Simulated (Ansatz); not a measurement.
# Ni (fcc type): the cost of one run

Program: Ansatz 0.2.0. Level of theory: DFT PBE, with the methods named in each step. These are calculated values, not measurements.

## 1. The structure to begin with

It takes space group Fm-3m (No. 225, cubic). The conventional cell has a = 3.512 Å, b = 3.512 Å, c = 3.512 Å, α = 90.00°, β = 90.00°, γ = 90.00°. Ni (site symmetry m-3m) has 12 Ni at 2.48 Å as nearest neighbours.

Structure file:

```xyz
1
Lattice="0.0000 1.7561 1.7561 1.7561 0.0000 1.7561 1.7561 1.7561 0.0000" Properties=species:S:1:pos:R:3 pbc="T T T"
Ni    0.0000    0.0000    0.0000
```

Whether this phase is the stable one at these pressures isn't tested.

## 2. The reference volume, LAPW

input.yaml reads:

```yaml
crystal:
  lattice:
    - [0.0, 1.7560872397, 1.7560872397]
    - [1.7560872397, 0.0, 1.7560872397]
    - [1.7560872397, 1.7560872397, 0.0]
  atoms:
    - { symbol: Ni, position: [0.0, 0.0, 0.0] }
kpoints:
  mp_grid: { grid: [21, 21, 21] }
  band_path:
    path:
      - [0.0, 0.0, 0.0]
      - [0.5, 0.0, 0.5]
      - [0.625, 0.25, 0.625]
      - [0.375, 0.375, 0.75]
      - [0.0, 0.0, 0.0]
      - [0.5, 0.5, 0.5]
      - [0.5, 0.25, 0.75]
      - [0.5, 0.0, 0.5]
    npoints: 14
scf:
  occupations: { method: fermi_dirac, width: 0.05 }
hamiltonian:
  xc: pbe
  pseudopotentials: { kind: all_electron, lapw: { basis_error: 0.001 } }
output:
  forces: true
  stress: true
  eigenvalues: true
  populations: true
  dos: { projected: true, de: 0.2, e_range: [-14, 8] }
```

On the command line:

```sh
> ansatz run input.yaml --threads 1 --pin off --max-ram 2048MiB --backend cpu --events-out ev --progress --plain --runs-dir out
```

**Question.** How long does this run take on 1 thread of Intel Xeon 6975P-C (Granite Rapids), shared host, and how much memory does it need?

About 11 s, with a peak of 0.44 GiB.
